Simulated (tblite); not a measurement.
# GeH4O4: the cost of one run

Programs: tblite 0.8.0 and PySCF 2.14.0. All values are calculated, for the isolated system unless a continuum is named. Atoms count from 0, parts from 1.

## (1) The system as given

9 atoms, charge 0, multiplicity 1; geometry: distance geometry start.

## (2) Geometry optimisation with GFN2-xTB

The job: settings as JSON, then the geometry in Å.

```
{"job": {"kind": "relax", "xc": "GFN2-xTB", "basis": "xTB"}, "charge": 0, "multiplicity": 1}
O      0.500628     1.247504     0.282517
Ge    -0.930514     0.155522    -0.150458
O     -0.376947    -1.582930    -0.307177
O     -2.205721     0.290219     1.202522
O     -1.684894     0.733162    -1.763564
H      1.258904     0.966240     0.795850
H      0.019959    -1.972286    -1.102422
H     -2.670698     1.111149     1.479722
H     -2.364507     0.253080    -2.245524
```

Method: GFN2-xTB geometry optimisation, gas phase.

The run is started by

```sh
OMP_NUM_THREADS=1 python cluster_run.py task.json out
```

This one command runs all jobs of the session in turn.

Q: Estimate the wall time of this first job on 1 thread of Arm Neoverse V1, shared host.

About 1 s.
